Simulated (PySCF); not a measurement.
# OsH2 (triplet): basis, grid and Hamiltonian

The method stays; parts of the set-up, such as the basis or the Hamiltonian, are changed.

Computed with PySCF 2.14.0. Level: method and basis as typed in the scripts.

3 further runs of the same task are left out: 3 that didn't finish.

### 1 Where the work starts

OsH2 (triplet): 3 atoms, charge 0, spin multiplicity 3.

Bond lengths: Os1–H2 1.629 Å, Os1–H3 1.629 Å. Angles: H2–Os1–H3 86.3°.

Geometry (Å):

```xyz
3

Os    0.0000    0.0000   -0.0124
H     1.1136    0.0000    1.1762
H    -1.1136    0.0000    1.1762
```

### 2 The base run

File input.py:

```python
from pyscf import gto, scf, mp

mol = gto.M(
    atom='Os 0 0 -0.0124; H 1.1136 0 1.1762; H -1.1136 0 1.1762',
    basis='lanl2dz',
    ecp={'Os': 'lanl2dz'},
    charge=0,
    spin=2,
    verbose=4,
)
mf = scf.UHF(mol)
mf.kernel()
mp.MP2(mf).kernel()
mf.dip_moment()
print('orbital energies (hartree):', [e[max(0, n-3):n+3].round(4) for e, n in zip(mf.mo_energy, mol.nelec)])
```

On the command line:

```
$ OMP_NUM_THREADS=1 python input.py
```

### 3 X2c-tzvpall (core potential off, X2C on)

Run 1 changes basis set: lanl2dz → x2c-tzvpall; core potential: on → off; spin-free X2C: off → on. The core potential changes with it: totals don't compare.

input.py: that of step 2 with these lines changed.

```diff
@@ -4,4 +4,3 @@
     atom='Os 0 0 -0.0124; H 1.1136 0 1.1762; H -1.1136 0 1.1762',
-    basis='lanl2dz',
-    ecp={'Os': 'lanl2dz'},
+    basis='x2c-tzvpall',
     charge=0,
@@ -11,2 +10,3 @@
 mf = scf.UHF(mol)
+mf = mf.sfx2c1e()
 mf.kernel()
```

### 4 Def2-tzvp

Run 2 changes basis set: lanl2dz → def2-tzvp. The core potential changes with it: totals don't compare.

input.py: that of step 2 with these lines changed.

```diff
@@ -4,4 +4,4 @@
     atom='Os 0 0 -0.0124; H 1.1136 0 1.1762; H -1.1136 0 1.1762',
-    basis='lanl2dz',
-    ecp={'Os': 'lanl2dz'},
+    basis='def2-tzvp',
+    ecp={'Os': 'def2-tzvp'},
     charge=0,
```

### 5 Sbkjc

Run 3 changes basis set: lanl2dz → sbkjc. The core potential changes with it: totals don't compare.

input.py: that of step 2 with these lines changed.

```diff
@@ -4,4 +4,4 @@
     atom='Os 0 0 -0.0124; H 1.1136 0 1.1762; H -1.1136 0 1.1762',
-    basis='lanl2dz',
-    ecp={'Os': 'lanl2dz'},
+    basis='sbkjc',
+    ecp={'Os': 'sbkjc'},
     charge=0,
```

### 6 Density fitting weigend

Run 4 changes density fitting: none → weigend.

input.py: that of step 2 with these lines changed.

```diff
@@ -11,2 +11,3 @@
 mf = scf.UHF(mol)
+mf = mf.density_fit(auxbasis='weigend')
 mf.kernel()
```

Q: Predict the outcome of this session. Wanted: for each run, E(SCF); from base; gap, α spin; SCF dipole; after the SCF.

**Answer**, as computed:

```tsv
run	E(SCF) (hartree)	from base (eV)	cycles	gap, α spin (eV)	SCF dipole (D)	functions	after the SCF
base	-91.277524	0	17	9.57	3.61	26	MP2 correlation -3.262 eV
x2c-tzvpall (core potential off, X2C on)	-17253.525690	not comparable	22	10.63	3.34	93	MP2 correlation -17.564 eV
def2-tzvp	-90.938359	not comparable	20	10.66	3.44	52	MP2 correlation -10.255 eV
sbkjc	-91.474502	not comparable	17	9.62	3.49	35	MP2 correlation -4.143 eV
density fitting weigend (poor choice)	-90.986418	not comparable	17	9.31	3.53	26	MP2 correlation -3.481 eV
```

What this shows: The dearest run is “x2c-tzvpall (core potential off, X2C on)”, at 18 s against 1.4 s. Rows marked «poor choice» come from settings spoiled on purpose.
